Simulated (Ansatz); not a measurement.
# GeH3Si: the cost of one run

Program: Ansatz 0.2.0, Gaussian basis. Level of theory: cc-pVTZ, core rule «outside noble gas», up to 19 orbitals frozen. These are calculated values, not measurements.

To be run: UHF; CCSD(T) on ROHF; CCSD(T) on UHF; BCCD(T) on ROHF; CCSDT(Q) on ROHF; CCSDT(Q) on UHF; CASSCF and NEVPT2, 3 electrons in 3 orbitals.

## Step 1: What is computed

The geometry derives from a PBE0/def2-TZVP stationary point (not a proven minimum). One bond is set to the value named and the two fragments are kept rigid. No spin-orbit coupling is included. The filled d shell of Ge may be among the frozen orbitals whatever the setting's name suggests.

5 atoms, charge 0, spin multiplicity 2.

Atoms are counted from 1 here; the program's logs count them from 0.

Bond lengths: Si1–H3 1.524 Å, Ge2–H4 1.547 Å, Ge2–H5 1.546 Å. Angles: H4–Ge2–H5 106.5°.

## Step 2: UHF

Input file in.yaml:

```yaml
crystal:
  periodic: [false, false, false]
  atoms:
    - {symbol: Si, position_ang: [-0.054227, 0.154811, 3.072176]}
    - {symbol: Ge, position_ang: [0.022645, -0.040391, -1.173644]}
    - {symbol: H, position_ang: [0.209016, -1.345304, 3.138162]}
    - {symbol: H, position_ang: [-0.316871, -1.258393, -2.065686]}
    - {symbol: H, position_ang: [-0.013114, 1.200905, -2.094452]}
basis:
  gaussian: {orbitals: cc-pVTZ}
magnetization: {spin_polarized: true, initial_magnetization: 1}
hamiltonian: {xc: hf}
output: {orbitals: {seedname: orbitals}}
```

Launch:

```bash
> ansatz run in.yaml --threads 1 --pin off --events-out ev --progress --plain --max-ram 2560MiB --backend cpu
```

What time and memory should one allow on 1 thread of AMD EPYC 7R13, shared host?

About 29 s, with a peak of 0.4 GiB.
